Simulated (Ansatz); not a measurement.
**CH₃BrOSi: one species, many methods**

An exercise on one series of results from a longer session: the logs are not shown, and one member is left open.

The runs use Ansatz 0.2.0, Gaussian basis; functionals in def2-TZVPP, the program's frozen cores in correlated methods.

Plan: LDA (SPW92), PBE-D4, revPBE-D4, BLYP-D4, r2SCAN-D4, B97M-V, PBE0-D4, B3LYP-D4, r2SCANh-D4, r2SCAN0-D4, HSE06-D4, BHLYP-D4, CAM-B3LYP-D4, LC-ωPBE, ωB97X-V, ωB97M-V, B2PLYP, PBE-QIDH; CCSD(T)/def2-SVP; CCSD(T)/def2-TZVPP; MP2/def2-QZVPP; extrapolation to the limit; RPA on PBE.

## Structure used throughout

All runs share one geometry, relaxed beforehand with PBE0-D4 in a triple-zeta def2 set.

SMILES `O=C[SiH2]Br`, 7 atoms, charge 0, spin multiplicity 1.

Atoms are counted from 1 here; the program's logs count them from 0.

Bond lengths: O1–C2 1.203 Å, C2–Si3 1.926 Å, C2–H5 1.114 Å, Si3–Br4 2.218 Å, Si3–H6 1.480 Å, Si3–H7 1.480 Å. Angles: O1–C2–Si3 118.8°, O1–C2–H5 120.7°, Si3–C2–H5 120.6°, C2–Si3–Br4 109.2°, C2–Si3–H6 108.8°, C2–Si3–H7 108.8°, Br4–Si3–H6 109.4°, Br4–Si3–H7 109.4°, H6–Si3–H7 111.2°.

The first run:

File in.yaml:

```yaml
crystal:
  periodic: [false, false, false]
  atoms:
    - {symbol: O, position_ang: [-0.727801, 0.568760, -1.881893]}
    - {symbol: C, position_ang: [-0.503769, -0.261371, -1.040386]}
    - {symbol: Si, position_ang: [0.336285, 0.288523, 0.603590]}
    - {symbol: Br, position_ang: [0.631041, -1.486018, 1.900398]}
    - {symbol: H, position_ang: [-0.777378, -1.328390, -1.207391]}
    - {symbol: H, position_ang: [-0.547509, 1.257329, 1.290545]}
    - {symbol: H, position_ang: [1.650331, 0.893066, 0.289436]}
basis:
  gaussian: {orbitals: def2-TZVPP}
hamiltonian: {xc: lda}
output: {orbitals: {seedname: orbitals}}
```

Started as:

```console
$ ansatz run in.yaml --threads 2 --pin off --events-out ev --progress --plain --max-ram 4352MiB
```

Among the steps run: LDA; PBE-D4 (GGA); revPBE-D4 (GGA); BLYP-D4 (GGA); r2SCAN-D4 (meta-GGA); B97M-V (meta-GGA); B3LYP-D4 (hybrid); r2SCANh-D4 (hybrid); r2SCAN0-D4 (hybrid); HSE06-D4 (hybrid); BHLYP-D4 (hybrid); CAM-B3LYP-D4 (range-separated); LC-ωPBE (range-separated); ωB97X-V (range-separated); ωB97M-V (range-separated); B2PLYP (double hybrid); PBE-QIDH (double hybrid).

One of the session's tables, all rows but one given; the rest of the session is left out.

It belongs to the step «Orbital energies across the functionals». 

```
  functional  HOMO (eV)  LUMO (eV)  gap (eV)
 LDA (SPW92)      -6.14      -3.47      2.67
      PBE-D4      -6.00      -3.20      2.80
   revPBE-D4      -5.95      -3.11      2.84
     BLYP-D4      -5.92      -3.06      2.86
   r2SCAN-D4      -6.27      -3.02      3.25
      B97M-V      -6.43      -2.97      3.46
     PBE0-D4      -7.44      -2.06      5.38
    B3LYP-D4      -7.23      -2.31      4.92
  r2SCANh-D4      -6.82      -2.60      4.22
  r2SCAN0-D4      -7.63      -1.97      5.67
    HSE06-D4      -7.04      -2.45      4.58
    BHLYP-D4      -8.84      -0.83      8.01
CAM-B3LYP-D4      -8.84      -0.83      8.01
     LC-ωPBE     -10.10       0.42     10.52
     ωB97X-V          ?          ?         ?
     ωB97M-V      -9.71       0.22      9.92
```

**Question.** Estimate the row for ωB97X-V.

As computed: HOMO (eV): -9.80; LUMO (eV): 0.33; gap (eV): 10.12. In the column «HOMO (eV)» it lies between LC-ωPBE (-10.10) and ωB97M-V (-9.71).
